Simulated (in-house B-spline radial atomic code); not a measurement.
**Ir⁺: highest level by several methods**

In exact Kohn-Sham theory the highest occupied level equals minus the energy to remove an electron. How near do common methods come for Ir⁺?

Method: scalar-relativistic (X2C), several functionals, spin-polarised; spherical all-electron atom at the radial basis limit. Code: in-house B-spline radial atomic code version 1.

### Step 1. The atom as given

| Item | Value |
| --- | --- |
| element | iridium (Z = 77) |
| charge | +1 |
| electrons | 76 |
| configuration | [Xe] 4f14 5d7 6s1 |
| nucleus | Fermi, rms radius 5.403 fm |

The outer shells:

[Xe] 4f14 5d7 6s1
```
[Xe] core
4f [↑↓][↑↓][↑↓][↑↓][↑↓][↑↓][↑↓]
5d [↑↓][↑↓][↑ ][↑ ][↑ ]
6s [↑ ]
```

Where spins are not typed, each open shell is filled with up spins first.

### Step 2. Hartree-Fock

Settings of the run:

```ini
Z = 77
electrons = 76.0
configuration = [Xe] 4f14 5d7 6s1
hamiltonian = x2c
method = hf
spin_polarised = True
nucleus = fermi
rms_radius = 5.4032
mass_number = 193
atomic_mass = 192.962923753
speed_of_light = 137.035999084
```

### Step 3. LDA (VWN5)

Changes to the settings of step 2:

```diff
@@ -4,3 +4,3 @@
 hamiltonian = x2c
-method = hf
+method = lda,vwn
 spin_polarised = True
```

### Step 4. BLYP, a GGA

Changes to the settings of step 3:

```diff
@@ -4,3 +4,3 @@
 hamiltonian = x2c
-method = lda,vwn
+method = b88,lyp
 spin_polarised = True
```

### Step 5. r2SCAN, a meta-GGA

Changes to the settings of step 4:

```diff
@@ -4,3 +4,3 @@
 hamiltonian = x2c
-method = b88,lyp
+method = r2scan
 spin_polarised = True
```

### Step 6. revTPSS, a meta-GGA

Changes to the settings of step 5:

```diff
@@ -4,3 +4,3 @@
 hamiltonian = x2c
-method = r2scan
+method = revtpss,revtpss
 spin_polarised = True
```

### Step 7. AM05, a GGA

Changes to the settings of step 6:

```diff
@@ -4,3 +4,3 @@
 hamiltonian = x2c
-method = revtpss,revtpss
+method = am05
 spin_polarised = True
```

Q: The tabulated ionisation energy is 17 ± 0.3 eV (semi-empirical; NIST Atomic Spectra Database). What does each method give, and which comes nearest?

As calculated:

| method | rung | total energy (hartree) | −ε highest (eV) | −ε less tabulated (eV) |
| --- | --- | --- | --- | --- |
| LDA (VWN5) | LDA | -17818.2586 | 14.338 (5d down) | -2.662 |
| BLYP | GGA | -17830.3798 | 13.949 (5d down) | -3.051 |
| AM05 | GGA | -17818.8658 | 13.946 (5d down) | -3.054 |
| r2SCAN | meta-GGA | -17829.4028 | 13.672 (5d down) | -3.328 |
| revTPSS | meta-GGA | -17827.0064 | 13.749 (5d down) | -3.251 |
| Hartree-Fock | Hartree-Fock | -17823.8653 | 16.656 (6s up) | -0.344 |

**Reading.** The tabulated ionisation energy is 17 ± 0.3 eV (semi-empirical; NIST Atomic Spectra Database). Hartree-Fock comes nearest (-0.344 eV) and r2SCAN is farthest (-3.328 eV, 20 %). Mean absolute error by rung (exchange-only levels left out): LDA 2.66 eV, GGA 3.05 eV, meta-GGA 3.29 eV, Hartree-Fock 0.34 eV. Relativistic terms that these runs lack can be as large as the gaps between close methods, so the nearest may be so by luck. Spin-orbit coupling is left out. Open shells are averaged (over orientations, and over spins where the run is restricted), while tables refer to the lowest levels. The semilocal levels all lie too high, since self-interaction spoils the long-range potential; for them −ε is no ionisation energy.

Members of this set that are not shown: 4 used exact exchange with fractional occupations of an open shell, which is unsound here.
